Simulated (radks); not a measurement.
**Pm inside a hard spherical wall**

What does compression do to the levels of Pm? A hard sphere of shrinking radius stands in for pressure; the configuration is held at [Xe] 4f5 6s2.

The numbers are computed with radks (a radial shooting solver on a logarithmic mesh, Libxc functionals) version 1 (scalar-relativistic Kohn-Sham, LDA (Slater exchange, Perdew-Wang correlation), spin-polarised, spherical densities, finite nucleus; open shells are filled with parallel spins first), except any that are marked as measured or tabulated.

## Step 1: The system

| Quantity | Value |
| --- | --- |
| element | promethium (Z = 61) |
| charge | 0 |
| electrons | 61 |
| configuration | [Xe] 4f5 6s2 |
| nuclear rms radius | 4.962 fm |

Outer shells as boxes (Hund's rule):

Pm
```
[Xe] core
4f [↑ ][↑ ][↑ ][↑ ][↑ ][  ][  ]
6s [↑↓]
```

## Step 2: The free atom

Input:

```text
Z 61
configuration [Xe] 4f5 6s2 5d0 6p0 7s0
relativity scalar-relativistic
functional lda,pw
spin polarised
nucleus finite rms 4.962 fm
c 137.035999084
```

## Step 3: Wall at 20 bohr

Settings, as their differences from step 2:

```diff
@@ -6,2 +6,3 @@
 nucleus finite rms 4.962 fm
+wall 20 bohr
 c 137.035999084
```

## Step 4: Wall at 15 bohr

Settings, as their differences from step 3:

```diff
@@ -6,3 +6,3 @@
 nucleus finite rms 4.962 fm
-wall 20 bohr
+wall 15 bohr
 c 137.035999084
```

## Step 5: Wall at 12 bohr

Settings, as their differences from step 4:

```diff
@@ -6,3 +6,3 @@
 nucleus finite rms 4.962 fm
-wall 15 bohr
+wall 12 bohr
 c 137.035999084
```

## Step 6: Wall at 10 bohr

Settings, as their differences from step 5:

```diff
@@ -6,3 +6,3 @@
 nucleus finite rms 4.962 fm
-wall 12 bohr
+wall 10 bohr
 c 137.035999084
```

## Step 7: Wall at 4 bohr

Settings, as their differences from step 6:

```diff
@@ -6,3 +6,3 @@
 nucleus finite rms 4.962 fm
-wall 10 bohr
+wall 4 bohr
 c 137.035999084
```

## Step 8: Wall at 3.5 bohr

Settings, as their differences from step 7:

```diff
@@ -6,3 +6,3 @@
 nucleus finite rms 4.962 fm
-wall 4 bohr
+wall 3.5 bohr
 c 137.035999084
```

## Step 9: Wall at 2.5 bohr

Settings, as their differences from step 8:

```diff
@@ -6,3 +6,3 @@
 nucleus finite rms 4.962 fm
-wall 3.5 bohr
+wall 2.5 bohr
 c 137.035999084
```

## Step 10: Wall at 1.5 bohr

Settings, as their differences from step 9:

```diff
@@ -6,3 +6,3 @@
 nucleus finite rms 4.962 fm
-wall 2.5 bohr
+wall 1.5 bohr
 c 137.035999084
```

Before running it: what results should come out? Wanted: for each run, R; E − E(free); ε(4f); ε(5d, empty); ε(6p, empty); ε(7s, empty); pressure.

**Answer**, as computed:

| R (bohr) | E − E(free) (eV) | ε(4f) (eV) | ε(5d, empty) (eV) | ε(6p, empty) (eV) | ε(7s, empty) (eV) | pressure (GPa) |
| --- | --- | --- | --- | --- | --- | --- |
| free | 0.000 | -3.303 | -2.145 | -1.303 | -0.096 | 0 |
| 20 | 0.000 | -3.303 | -2.145 | -1.302 | 0.024 | < 0.0001 |
| 15 | 0.001 | -3.300 | -2.142 | -1.287 | 0.372 | 0.000266 |
| 12 | 0.014 | -3.260 | -2.106 | -1.194 | 1.178 | 0.00798 |
| 10 | 0.093 | -3.103 | -1.965 | -0.910 | 2.665 | 0.0753 |
| 4 | 28.917 | 5.709 | 7.756 | 23.069 | 66.321 | 188 |
| 3.5 | 54.899 | 10.450 | 13.432 | 38.023 | 99.443 | 525 |
| 2.5 | 261.09 | 35.118 | 46.758 | 122.18 | 267.75 | 6413 |
| 1.5 | 2221.3 | 146.52 | 260.92 | 594.35 | 1107.3 | 225064 |

In words: Eigenvalues are for spin up. At the tightest wall, 1.5 bohr, the energy stands 2221.3 eV above the free atom and the pressure, −dE/dV, is 225064 GPa. Of the levels in the table that exist at both ends, 7s (empty) rises most from the free atom (1107.4 eV). From R = 4 bohr inwards the highest occupied level lies above zero, pushed up by confinement. Shells are not refilled when levels cross, and a hard wall is a model, not a crystal.
